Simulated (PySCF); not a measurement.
# Dy(BH4)2: other functionals and bases at one geometry

One table from this session's results is given with a row withheld; the runs are named, their logs left out.

Method: several levels, as the steps say, no spin–orbit coupling; program: PySCF 2.14.0.

1 further run of the same task is left out (for a known fault of the program).

### The starting structure

11 atoms, charge 0, spin multiplicity 1.

Bond lengths: Dy1–B2 2.572 Å, Dy1–H4 2.405 Å, Dy1–H5 2.406 Å, Dy1–H6 2.404 Å, Dy1–B7 2.573 Å, Dy1–H9 2.405 Å, Dy1–H10 2.406 Å, Dy1–H11 2.404 Å, B2–H3 1.210 Å, B2–H4 1.255 Å, B2–H5 1.255 Å, B2–H6 1.255 Å, B7–H8 1.210 Å, B7–H9 1.255 Å, B7–H10 1.255 Å, B7–H11 1.255 Å. Angles: B2–Dy1–H4 29.0°, B2–Dy1–H5 29.0°, B2–Dy1–H6 29.0°, B2–Dy1–B7 179.4°, B2–Dy1–H9 151.5°, B2–Dy1–H10 150.4°, B2–Dy1–H11 151.2°, H4–Dy1–H5 49.6°, H4–Dy1–H6 49.6°, H4–Dy1–B7 151.5°, H4–Dy1–H9 138.9°, H4–Dy1–H10 167.4°, H4–Dy1–H11 125.2°, H5–Dy1–H6 49.6°, H5–Dy1–B7 150.4°, H5–Dy1–H9 167.4°, H5–Dy1–H10 124.3°, H5–Dy1–H11 138.1° and more.

Coordinates:

```
atom    x (Å)    y (Å)    z (Å)
 Dy1   0.0001   0.0000   0.8126
  B2   2.5725  -0.0021   0.7987
  H3   3.7829   0.0013   0.7953
  H4   2.1080  -0.7928   1.6559
  H5   2.0988  -0.3474  -0.3111
  H6   2.1055   1.1329   1.0597
  B7  -2.5725   0.0021   0.7987
  H8  -3.7828  -0.0013   0.7952
  H9  -2.1080   0.7928   1.6560
 H10  -2.0989   0.3474  -0.3111
 H11  -2.1056  -1.1329   1.0597
```

Formal oxidation states: Dy +2. Each metal's 10 4f electrons lie in its core potential, so multiplicities, spins and levels count the valence alone. An earlier session relaxed this geometry at PBE0, Dy lcecp-0-SVP with ECP56, B def2-SVP, H def2-SVP (singlet, point group D3).

At PBE0 on the finer grid: E = -85.333430 Eh, frontier levels not given, since the 4f levels lie in the core, Mulliken charge on Dy1 +0.72 e, largest force component 0.015 eV/Å. 

Levels to run: revPBE; PBE; PBE0, TZVP. Hardware: 2 threads of Arm Neoverse V2, shared host.

The first run:

Input file run.py (the lines that set the calculation):

```python
mol = gto.M(atom='''
Dy     0.00009    -0.00002     0.81265
B      2.57254    -0.00208     0.79870
H      3.78287     0.00128     0.79529
H      2.10796    -0.79283     1.65593
H      2.09882    -0.34737    -0.31113
H      2.10551     1.13290     1.05971
B     -2.57252     0.00208     0.79873
H     -3.78285    -0.00125     0.79523
H     -2.10799     0.79283     1.65599
H     -2.09885     0.34740    -0.31113
H     -2.10558    -1.13295     1.05975''',
    basis={'Dy': 'lcecp-0-SVP', 'B': 'def2-SVP', 'H': 'def2-SVP'},
    ecp={'Dy': 'lcecp-0-SVP'},
    charge=0, spin=0)
mf = dft.RKS(mol, xc='PBE_R,PBE')
mf.grids.atom_grid = (75, 302)  # f atoms: unpruned, at least (60, 302)
mf = mf.density_fit()  # fitting sets: Dy AutoAux, B def2-universal-JKFIT, H def2-universal-JKFIT
mf.conv_tol = 1e-08; mf.max_cycle = 55
mf.kernel(dm0)  # dm0: the density of the relaxed state
```

Run with:

```console
OMP_NUM_THREADS=2 python run.py
```

Steps of the session up to this table: revPBE; PBE; PBE0, TZVP.

One of the session's tables, all rows but one given; the rest of the session is left out.

```
              level  charge on Dy1 (e)  largest force component (eV/Å)
PBE0 (relaxed here)               0.72                            0.02
             revPBE                  ?                               ?
                PBE               0.53                            0.16
         PBE0, TZVP               1.01                            0.30
```

Q: Estimate the row for revPBE from the others.

The run gave: charge on Dy1 (e): 0.55; largest force component (eV/Å): 0.20. In the column «charge on Dy1 (e)» it lies between PBE (0.53) and PBE0 (relaxed here) (0.72).

The largest leftover force, 0.30 eV/Å with PBE0, TZVP, stands at a geometry relaxed at another level. With 4f in the core, its levels are missing from HOMO and gap, and its count is fixed, so no charge can pass from the ligands into it. Total energies of different levels can't be compared.
